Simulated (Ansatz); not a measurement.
# C₆H₁₉HfN₃O: up Jacob's ladder to CCSD(T)

An exercise on one series of results from a longer session: the logs are not shown, and one member is left open.

Method: functionals in def2-TZVPP, the program's frozen cores in correlated methods; program: Ansatz 0.2.0, Gaussian basis.

The runs, in order: LDA (SPW92), PBE-D4, revPBE-D4, BLYP-D4, r2SCAN-D4, B97M-V, PBE0-D4, B3LYP-D4, r2SCANh-D4, r2SCAN0-D4, HSE06-D4, BHLYP-D4, CAM-B3LYP-D4, LC-ωPBE, ωB97X-V, ωB97M-V, B2PLYP, PBE-QIDH; CCSD(T)/def2-SVP; CCSD(T)/def2-TZVPP; MP2/def2-QZVPP; extrapolation to the limit; RPA on PBE.

## The geometry

An earlier PBE0-D4 in a triple-zeta def2 set relaxation fixed the geometry. Hf takes the def2 core potential; no spin-orbit term is included.

SMILES `C[N](C)[Hf]([OH])([N](C)C)[N](C)C`, 30 atoms, charge 0, spin multiplicity 1.

Atoms are counted from 1 here; the program's logs count them from 0.

Bond lengths: C1–N2 1.443 Å, C1–H12 1.101 Å, C1–H13 1.096 Å, C1–H14 1.101 Å, N2–C3 1.440 Å, N2–Hf4 2.046 Å, C3–H15 1.092 Å, C3–H16 1.101 Å, C3–H17 1.101 Å, Hf4–O5 1.952 Å, Hf4–N6 2.046 Å, Hf4–N9 2.049 Å, O5–H18 0.951 Å, N6–C7 1.439 Å, N6–C8 1.443 Å, C7–H19 1.101 Å, C7–H20 1.092 Å, C7–H21 1.101 Å and more. Angles: N2–C1–H12 111.8°, N2–C1–H13 111.1°, N2–C1–H14 112.0°, H12–C1–H13 107.2°, H12–C1–H14 107.3°, H13–C1–H14 107.1°, C1–N2–C3 112.1°, C1–N2–Hf4 119.3°, C3–N2–Hf4 128.5°, N2–C3–H15 110.6°, N2–C3–H16 111.7°, N2–C3–H17 111.8°, H15–C3–H16 107.8°, H15–C3–H17 107.7°, H16–C3–H17 106.9°, N2–Hf4–O5 111.2°, N2–Hf4–N6 106.0°, N2–Hf4–N9 107.9° and more.

Set-up of the first run:

The input, in.yaml:

```yaml
crystal:
  periodic: [false, false, false]
  atoms:
    - {symbol: C, position_ang: [-2.988604, -0.641449, -0.544751]}
    - {symbol: N, position_ang: [-1.613746, -0.997171, -0.288605]}
    - {symbol: C, position_ang: [-1.478945, -2.364236, 0.143608]}
    - {symbol: Hf, position_ang: [-0.140662, 0.377217, -0.646110]}
    - {symbol: O, position_ang: [-0.467145, 1.347528, -2.308026]}
    - {symbol: N, position_ang: [-0.075062, 1.575760, 1.010811]}
    - {symbol: C, position_ang: [-0.824702, 1.522617, 2.237993]}
    - {symbol: C, position_ang: [0.833075, 2.697012, 0.972773]}
    - {symbol: N, position_ang: [1.649139, -0.618881, -0.710167]}
    - {symbol: C, position_ang: [2.090544, -1.235702, -1.938037]}
    - {symbol: C, position_ang: [2.613784, -0.770679, 0.348545]}
    - {symbol: H, position_ang: [-3.609826, -0.731050, 0.359600]}
    - {symbol: H, position_ang: [-3.069876, 0.394778, -0.892633]}
    - {symbol: H, position_ang: [-3.442966, -1.279435, -1.318203]}
    - {symbol: H, position_ang: [-0.428560, -2.613012, 0.311343]}
    - {symbol: H, position_ang: [-2.023061, -2.549250, 1.082721]}
    - {symbol: H, position_ang: [-1.876286, -3.070591, -0.602027]}
    - {symbol: H, position_ang: [-0.617987, 2.066775, -2.911045]}
    - {symbol: H, position_ang: [-0.164587, 1.422595, 3.113726]}
    - {symbol: H, position_ang: [-1.504852, 0.668353, 2.233390]}
    - {symbol: H, position_ang: [-1.424826, 2.433028, 2.392388]}
    - {symbol: H, position_ang: [1.393312, 2.720500, 0.029200]}
    - {symbol: H, position_ang: [1.575837, 2.651285, 1.784069]}
    - {symbol: H, position_ang: [0.308384, 3.660533, 1.062101]}
    - {symbol: H, position_ang: [1.357335, -1.089177, -2.738682]}
    - {symbol: H, position_ang: [2.236669, -2.320504, -1.821768]}
    - {symbol: H, position_ang: [3.044754, -0.814247, -2.290150]}
    - {symbol: H, position_ang: [3.589080, -0.335278, 0.079499]}
    - {symbol: H, position_ang: [2.792151, -1.830428, 0.588752]}
    - {symbol: H, position_ang: [2.267640, -0.276880, 1.259687]}
basis:
  gaussian: {orbitals: def2-TZVPP}
hamiltonian: {xc: lda}
output: {orbitals: {seedname: orbitals}}
```

Launch:

```
> ansatz run in.yaml --threads 11 --pin off --events-out ev --progress --plain --max-ram 166912MiB --backend cuda --devices 0, --max-vram 75GiB
```

Among the steps run: LDA; PBE-D4 (GGA); revPBE-D4 (GGA); BLYP-D4 (GGA); r2SCAN-D4 (meta-GGA); B97M-V (meta-GGA); PBE0-D4 (hybrid); B3LYP-D4 (hybrid); r2SCANh-D4 (hybrid); r2SCAN0-D4 (hybrid); HSE06-D4 (hybrid); BHLYP-D4 (hybrid); CAM-B3LYP-D4 (range-separated); LC-ωPBE (range-separated); ωB97X-V (range-separated); ωB97M-V (range-separated); B2PLYP (double hybrid); PBE-QIDH (double hybrid).

One table of the session follows, with a row left open; its other results are not shown here.

It belongs to the step «Orbital energies across the functionals». 

| functional | HOMO (eV) | LUMO (eV) | gap (eV) |
| --- | --- | --- | --- |
| LDA (SPW92) | -4.71 | -0.68 | 4.03 |
| PBE-D4 | -4.59 | -0.46 | 4.12 |
| revPBE-D4 | -4.53 | -0.35 | 4.18 |
| BLYP-D4 | -4.48 | -0.41 | 4.07 |
| r2SCAN-D4 | -4.80 | 0.05 | 4.85 |
| B97M-V | -4.96 | -0.47 | 4.49 |
| PBE0-D4 | -5.82 | 0.27 | 6.08 |
| B3LYP-D4 | -5.62 | 0.00 | 5.62 |
| r2SCANh-D4 | -5.27 | 0.27 | 5.53 |
| r2SCAN0-D4 | -5.98 | 0.58 | 6.55 |
| HSE06-D4 | ? | ? | ? |
| BHLYP-D4 | -7.01 | 0.83 | 7.84 |
| CAM-B3LYP-D4 | -7.16 | 0.98 | 8.14 |
| LC-ωPBE | -8.46 | 2.14 | 10.60 |
| ωB97X-V | -8.16 | 1.89 | 10.05 |
| ωB97M-V | -8.10 | 1.42 | 9.51 |

Estimate the missing values for HSE06-D4.

The run gave: HOMO (eV): -5.42; LUMO (eV): -0.09; gap (eV): 5.33. In the column «HOMO (eV)» it lies between B3LYP-D4 (-5.62) and r2SCANh-D4 (-5.27).
